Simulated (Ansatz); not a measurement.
# CrSi8Mo3: the cost of one run

Program: Ansatz 0.2.0. Level of theory: DFT PBE, scalar-relativistic, plane waves, PAW. These are calculated values, not measurements.

## (1) The starting structure

Symmetry: P4/mmm, No. 123, tetragonal system. The conventional cell has a = 4.510 Å, b = 4.510 Å, c = 7.797 Å, α = 90.00°, β = 90.00°, γ = 90.00°. Around Cr (site symmetry 4/mmm) lie 10 Si at 2.57 to 2.58 Å. Around Si (site symmetry 2mm) lie 5 Si at 2.52 to 2.63 Å and 2 Cr at 2.58 Å and 3 Mo at 2.58 to 2.64 Å. Si (site symmetry 4mm) has 1 Cr at 2.57 Å and 5 Si at 2.61 to 2.66 Å and 4 Mo at 2.62 Å in its first shell of neighbours. Around Si (site symmetry 4mm) lie 5 Si at 2.59 to 2.63 Å and 5 Mo at 2.60 to 2.61 Å. Around Mo (site symmetry mmm) lie 10 Si at 2.60 to 2.64 Å. Around Mo (site symmetry 4/mmm) lie 10 Si at 2.58 to 2.61 Å.

Structure file:

```cif
data_structure
_symmetry_space_group_name_H-M 'P4/mmm'
_symmetry_Int_Tables_number 123
_cell_length_a 4.5097
_cell_length_b 4.5097
_cell_length_c 7.7969
_cell_angle_alpha 90.000
_cell_angle_beta 90.000
_cell_angle_gamma 90.000
_cell_volume 158.57
loop_
_atom_site_label
_atom_site_type_symbol
_atom_site_symmetry_multiplicity
_atom_site_Wyckoff_symbol
_atom_site_fract_x
_atom_site_fract_y
_atom_site_fract_z
_atom_site_occupancy
Cr1 Cr 1 b 0.00000 0.00000 0.50000 1
Si1 Si 4 i 0.00000 0.50000 0.66155 1
Si2 Si 2 g 0.00000 0.00000 0.17030 1
Si3 Si 2 h 0.50000 0.50000 0.16578 1
Mo1 Mo 2 f 0.00000 0.50000 0.00000 1
Mo2 Mo 1 d 0.50000 0.50000 0.50000 1
```

The start is the relaxed end of an invented cell (made as: elements ordered on the sites of the CrSi2 type, Cr/Mo on Cr (P4/mmm, No. 123)), taken up again for a closer look.

## (2) A first look at the guess

input.yaml reads:

```yaml
crystal:
  lattice:
    - [4.5096727, 0.0, 0.0]
    - [0.0, 4.5096727, 0.0]
    - [0.0, 0.0, 7.7968965]
  atoms:
    - { symbol: Cr, position: [0.0, 0.0, 0.5] }
    - { symbol: Si, position: [0.0, 0.5, 0.661548] }
    - { symbol: Si, position: [0.0, 0.0, 0.170297] }
    - { symbol: Si, position: [0.5, 0.5, 0.165777] }
    - { symbol: Si, position: [0.5, 0.0, 0.661548] }
    - { symbol: Si, position: [0.0, 0.5, 0.338452] }
    - { symbol: Si, position: [0.0, 0.0, 0.829703] }
    - { symbol: Si, position: [0.5, 0.5, 0.834223] }
    - { symbol: Si, position: [0.5, 0.0, 0.338452] }
    - { symbol: Mo, position: [0.0, 0.5, 0.0] }
    - { symbol: Mo, position: [0.5, 0.5, 0.5] }
    - { symbol: Mo, position: [0.5, 0.0, 0.0] }
basis:
  ecutwfc: 420
kpoints:
  mp_grid: { grid: [4, 4, 2] }
hamiltonian:
  xc: pbe
scf:
  occupations: { method: gaussian, width: 0.1 }
  lower_state_search: "off"
output:
  forces: true
  stress: true
  eigenvalues: true
```

Started as:

```sh
$ ansatz run input.yaml --threads 4 --pin off --max-ram 8192MiB --backend cpu --events-out ev --progress --plain --runs-dir out
```

Q: Estimate wall time and peak memory on 4 threads of Intel Xeon 6975P-C (Granite Rapids), shared host.

About 1 s, with a peak of 0.65 GiB.
